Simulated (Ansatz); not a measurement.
**GaPNH (triplet): from Hartree-Fock to the top rungs at a displaced geometry (v1), cc-pVDZ**

An exercise on one series of results from a longer session: the logs are not shown, and one member is left open.

Computed with Ansatz 0.2.0, Gaussian basis. Level: cc-pVDZ, core rule «outside noble gas», up to 20 orbitals frozen.

Plan: UHF; CCSD(T) on ROHF; CCSD(T) on UHF; BCCD(T) on ROHF; CISD; CCSDT(Q) on ROHF; CCSDT(Q) on UHF.

29 further runs of the same task are left out: 7 for a known fault of the program, 10 that didn't finish, 12 set aside as unsound or not needed.

## What is computed

The geometry is a PBE0/def2-TZVP stationary point (not a proven minimum) with its atoms shifted at random (size 0.040 Å). No spin-orbit coupling is included. The filled d shell of Ga may be among the frozen orbitals whatever the setting's name suggests; the logs give the count.

4 atoms, charge 0, spin multiplicity 3.

Atoms are counted from 1 here; the program's logs count them from 0.

Bond lengths: Ga1–N2 1.830 Å, Ga1–H4 1.551 Å, N2–P3 1.569 Å. Angles: N2–Ga1–H4 120.4°, Ga1–N2–P3 171.6°.

Geometry (Å):

```
atom     x (Å)     y (Å)     z (Å)
 Ga1   0.00234  -0.38176   1.07573
  N2   0.00146  -0.20869  -0.74607
  P3   0.04948  -0.28487  -2.31242
  H4  -0.05327   0.87532   1.98276
```

Set-up of the first run:

Input file in.yaml:

```yaml
crystal:
  periodic: [false, false, false]
  atoms:
    - {symbol: Ga, position_ang: [0.002338, -0.381761, 1.075731]}
    - {symbol: N, position_ang: [0.001457, -0.208691, -0.746069]}
    - {symbol: P, position_ang: [0.049478, -0.284868, -2.312424]}
    - {symbol: H, position_ang: [-0.053272, 0.875320, 1.982763]}
basis:
  gaussian: {orbitals: cc-pVDZ}
magnetization: {spin_polarized: true, initial_magnetization: 2}
hamiltonian: {xc: hf}
output: {orbitals: {seedname: orbitals}}
```

Run with:

```sh
> ansatz run in.yaml --threads 1 --pin off --events-out ev --progress --plain --max-ram 2393MiB
```

Steps of the session up to this table: UHF; CCSD(T) on ROHF; CCSD(T) on UHF; BCCD(T) on ROHF; CISD; CCSDT(Q) on ROHF; CCSDT(Q) on UHF.

One of the session's tables, all rows but one given; the rest of the session is left out.

| method | from RCCSDT(Q) (kcal/mol) |
| --- | --- |
| ROHF | +226.45 |
| UHF | +217.74 |
| RMP2 | +25.02 |
| UMP2 | +39.38 |
| RCCSD | +12.08 |
| UCCSD | +11.52 |
| RCCSD(T) | +1.96 |
| UCCSD(T) | +2.30 |
| BCCD(T) | +1.84 |
| RCCSDT | +1.26 |
| UCCSDT | +0.97 |
| RCCSDT(Q) | 0 |
| UCCSDT(Q) | ? |

**Question.** Estimate the row for UCCSDT(Q).

The run gave: from RCCSDT(Q) (kcal/mol): -0.37. In the column «from RCCSDT(Q) (kcal/mol)» it is the lowest.

Not comparable, so not listed: CISD (they don't share determinant, frozen orbitals or solution with the rows shown, or repeat one).

Limits of these values: Restricted and unrestricted rows rest on different reference determinants; where their highest levels disagree by more than a few hundredths of an eV, they describe different states and don't form one ladder.
